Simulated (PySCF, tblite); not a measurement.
**C₃H₁₂ClNSi₄: geometry, infrared bands and NMR shifts**

What infrared bands and NMR shifts should C₃H₁₂ClNSi₄ (`C#C[SiH2]N(C[SiH3])[SiH2][SiH2]Cl`) show?

The runs use tblite 0.8.0 and PySCF 2.14.0, with density-fitted response routines of our own; the level of theory stands in each step. All values are computed, except where a source is named. Atoms are numbered from 0 throughout.

**1. Starting geometry**

21 atoms, charge 0, multiplicity 1; geometry from: force field or distance geometry start.

Bonds of the start (Å): C0–C1 1.19, C1–Si2 1.85, Si2–N3 1.76, N3–C4 1.41, C4–Si5 1.84, N3–Si6 1.79, Si6–Si7 2.24, Si7–Cl8 2.09, C0–H9 1.07, Si2–H10 1.48, Si2–H11 1.48, C4–H12 1.09, C4–H13 1.14, Si5–H14 1.45, Si5–H15 1.48, Si5–H16 1.47, Si6–H17 1.47, Si6–H18 1.48, Si7–H19 1.45, Si7–H20 1.48.

**2. Relaxing the molecule with GFN2-xTB**

Job settings and geometry (Å):

```
{"job": {"kind": "relax", "xc": "GFN2-xTB", "basis": "xTB"}, "charge": 0, "multiplicity": 1}
C     -3.603900    -1.305500    -1.017300
C     -2.550400    -1.503100    -0.497200
Si    -0.924400    -1.797200     0.331200
N      0.241000    -0.660000    -0.344700
C     -0.277600     0.525700    -0.906800
Si    -1.255700     1.616100     0.211200
Si     1.544900    -0.406800     0.859900
Si     3.243900     0.746300    -0.035100
Cl     4.831600    -0.507500    -0.574600
H     -4.562900    -1.135500    -1.468700
H     -0.476100    -3.183600     0.050200
H     -1.063400    -1.717900     1.798900
H     -0.841000     0.326600    -1.824300
H      0.629000     1.121800    -1.246000
H     -2.360800     0.976700     0.900800
H     -1.796500     2.718000    -0.617200
H     -0.324100     2.233000     1.168100
H      0.975900     0.426100     1.931600
H      2.024700    -1.692100     1.422600
H      2.816800     1.567000    -1.156500
H      3.719800     1.668900     1.013400
```

On the command line:

```sh
$ OMP_NUM_THREADS=1 python probes_run.py task.json out
```

This one command runs all jobs of the session in turn.

**Question.** This job is followed by: GFN2-xTB harmonic vibrations, gas phase; GIAO PBE0/pcSseg-1 NMR shielding, non-relativistic, gas phase. What will the session give for the following? strongest single infrared mode (GFN2-xTB); zero-point energy (GFN2-xTB); 13C shifts against TMS (PBE0/pcSseg-1); 1H shifts against TMS (PBE0/pcSseg-1, means over atoms taken as alike); 29Si shifts against TMS (PBE0/pcSseg-1); 15N shifts against NH3 (PBE0/pcSseg-1); 35Cl shifts against HCl (PBE0/pcSseg-1).

The runs gave:

```
                                                              quantity                                   value
                             strongest single infrared mode (GFN2-xTB)                    658 cm⁻¹, 646 km/mol
                                          zero-point energy (GFN2-xTB)                           79.4 kcal/mol
                                13C shifts against TMS (PBE0/pcSseg-1)                   106.8, 86.2, 36.3 ppm
1H shifts against TMS (PBE0/pcSseg-1, means over atoms taken as alike)  5.60, 5.07, 5.05, 3.85, 3.02, 2.13 ppm
                               29Si shifts against TMS (PBE0/pcSseg-1)          -36.1, -47.7, -49.9, -87.4 ppm
                                15N shifts against NH3 (PBE0/pcSseg-1)                                 1.3 ppm
                               35Cl shifts against HCl (PBE0/pcSseg-1)                                -140 ppm
```

**Reading.** Relaxing lowered the energy by 0.742 eV in 173 steps; the close pair that moved most is Si6–Si7, from 2.240 to 2.307 Å. No mode is imaginary among the 57: a minimum at this level. The strongest single mode, at 658 cm⁻¹, has its largest shares on H20, H10 and H11 (the list is cut at 3 atoms). Unscaled tight-binding wavenumbers are off by several per cent, some by more. Its intensities can rank the bands wrongly. At PBE0/pcSseg-1: Shielding is most anisotropic at C1 (span 282 ppm, paramagnetic term -160 ppm).
